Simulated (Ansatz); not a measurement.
# PN (phosphorus nitride) at CCSDT/STO-3G

Aim: the electronic atomisation energy of PN (phosphorus nitride) at CCSDT/STO-3G, from 3 runs. 

The calculation is run with Ansatz 0.2.0.

46 further runs of the same task are left out: 12 that didn't finish, 34 set aside as unsound or not needed.

**1. The system as given**

PN has 2 atoms, charge 0, and is taken as a singlet. As SMILES, `N#P`. The bond length is the measured one.

Bond lengths: N1–P2 1.491 Å.

**2. The energy at CCSDT/STO-3G**

The input, run.yaml:

```yaml
basis:
  gaussian: {orbitals: STO-3G}
crystal:
  periodic: [false, false, false]
  atoms:
    - {symbol: "N", position_ang: [0.000000, 0.000000, 0.000000]}
    - {symbol: P, position_ang: [0.000000, 0.000000, 1.490866]}
correlation: {method: ccsdt, frozen_orbitals: {"N": 1, P: 5}}
accuracy: high
scf: {omitted_lower_state_checks: [cluster_reference, increment]}
```

Command:

```console
$ ansatz run run.yaml --threads 1 --pin off --max-ram 2610MiB --events-out events.jsonl --progress --plain --runs-dir runs
```

The program printed:

```text
Warning: RAYON_NUM_THREADS=1 ignored (pool sized by the plan → 1); use --threads N
[... 11 lines left out ...]
6 core orbitals not correlated: weight in the atoms' cores, before any rotation towards them, 1.000 or more for the frozen orbitals, at most 0.000 for the correlated occupied ones
[... 26 lines left out ...]
Total energy: -10633.18860974 eV, -390.7624739738 hartree
Checks for a lower state left out: cluster_reference, increment
```

Run time: 0.2 s. Hardware: 1 thread of Intel Xeon 6975P-C (Granite Rapids), shared host.

**3. The N atom at the same level**

The input, in.yaml:

```yaml
crystal:
  periodic: [false, false, false]
  atoms:
    - {symbol: "N", position_ang: [0.000000, 0.000000, 0.000000]}
basis:
  gaussian:
    orbitals: STO-3G
accuracy: high
scf:
  omitted_lower_state_checks: [cluster_reference, increment]
magnetization:
  spin_polarized: true
  initial_magnetization: 3
correlation:
  method: ccsdt
  frozen_orbitals: {"N": 1}
```

Command:

```console
$ ansatz run in.yaml --threads 1 --pin off --max-ram 2610MiB --events-out events.jsonl --progress --plain --runs-dir runs
```

The program printed, shortened:

```text
Warning: RAYON_NUM_THREADS=1 ignored (pool sized by the plan → 1); use --threads N
Functional definition: HF
  name "HF"
[...]
15 factors; integrals over basis functions are off by at most 1.1e-9 eV
[...]
mean field -1461.76873496 eV, -53.7190101874 hartree, gradient 0.0e0 eV, S^2 3.750000; 0 other end points of the search recorded, 0 dependent functions left out
1 core orbitals not correlated: weight in the atoms' cores, before any rotation towards them, 1.000 or more for the frozen orbitals, at most 0.000 for the correlated occupied ones
reference -1461.76873496 eV, -53.7190101874 hartree; 4, 1 occupied and 0, 3 virtual orbitals, 15 factors
second order 0.00000000 eV of doubles, 0.00000000 eV of singles
cycle   1  0.00000000 eV  change     0.0e0 eV  update    0.0e0
cycle   2  0.00000000 eV  change     0.0e0 eV  update    0.0e0
Total energy: -1461.76873496 eV, -53.7190101874 hartree
Checks for a lower state left out: cluster_reference, increment
```

Wall time 0.16 s (1 thread of Intel Xeon 6975P-C (Granite Rapids), shared host).

**4. The P atom, same level**

The input, run.yaml:

```yaml
crystal:
  periodic: [false, false, false]
  atoms:
    - symbol: P
      position_ang: [0.000000, 0.000000, 0.000000]
basis:
  gaussian:
    orbitals: STO-3G
scf:
  omitted_lower_state_checks: [cluster_reference, increment]
correlation:
  method: ccsdt
  frozen_orbitals: {P: 5}
magnetization:
  spin_polarized: true
  initial_magnetization: 3
accuracy: high
```

Command:

```console
$ ansatz run run.yaml --threads 1 --pin off --max-ram 2610MiB --events-out events.jsonl --progress --plain --runs-dir runs
```

The program printed, shortened:

```text
Warning: RAYON_NUM_THREADS=1 ignored (pool sized by the plan → 1); use --threads N
[... 2 set-up lines as earlier in the session ...]
[...]
42 factors; integrals over basis functions are off by at most 1.9e-9 eV
[...]
mean field -9166.66619973 eV, -336.8687694504 hartree, gradient 5.2e-9 eV, S^2 3.750000; 0 other end points of the search recorded, 0 dependent functions left out
5 core orbitals not correlated: weight in the atoms' cores, before any rotation towards them, 1.000 or more for the frozen orbitals, at most 0.000 for the correlated occupied ones
reference -9166.66619973 eV, -336.8687694504 hartree; 4, 1 occupied and 0, 3 virtual orbitals, 42 factors
second order 0.00000000 eV of doubles, 0.00000000 eV of singles
cycle   1  0.00000000 eV  change     0.0e0 eV  update    0.0e0
cycle   2  0.00000000 eV  change     0.0e0 eV  update    0.0e0
Total energy: -9166.66619973 eV, -336.8687694504 hartree
Checks for a lower state left out: cluster_reference, increment
```

Run time: 0.14 s. Hardware: 1 thread of Intel Xeon 6975P-C (Granite Rapids), shared host.

**5. Results**

Level: CCSDT/STO-3G, 6 core orbitals frozen.

| quantity | value |
| --- | --- |
| molecule: total energy | -390.76247 Eh |
| molecule: correlation energy (6 core orbitals frozen) | -170.7 mEh |
| molecule: T1 diagnostic | 0.006 |
| N atom: total energy | -53.71901 Eh |
| N atom: correlation energy (1 core orbital frozen) | 0.0 mEh |
| N atom: ⟨S²⟩ of the reference determinant | 3.750 |
| N atom: T1 diagnostic | 0.000 |
| P atom: total energy | -336.86877 Eh |
| P atom: correlation energy (5 core orbitals frozen) | 0.0 mEh |
| P atom: ⟨S²⟩ of the reference determinant | 3.750 |
| P atom: T1 diagnostic | 0.000 |
| electronic atomisation energy | 4.754 eV |

Taking the molecule apart into free atoms costs 4.75 eV (459 kJ/mol), before zero-point energy and without spin-orbit coupling. In a minimal basis such a difference can be off by several eV, whatever the method. The restricted solution (molecule) is unstable to spin breaking: an unrestricted one lies lower.
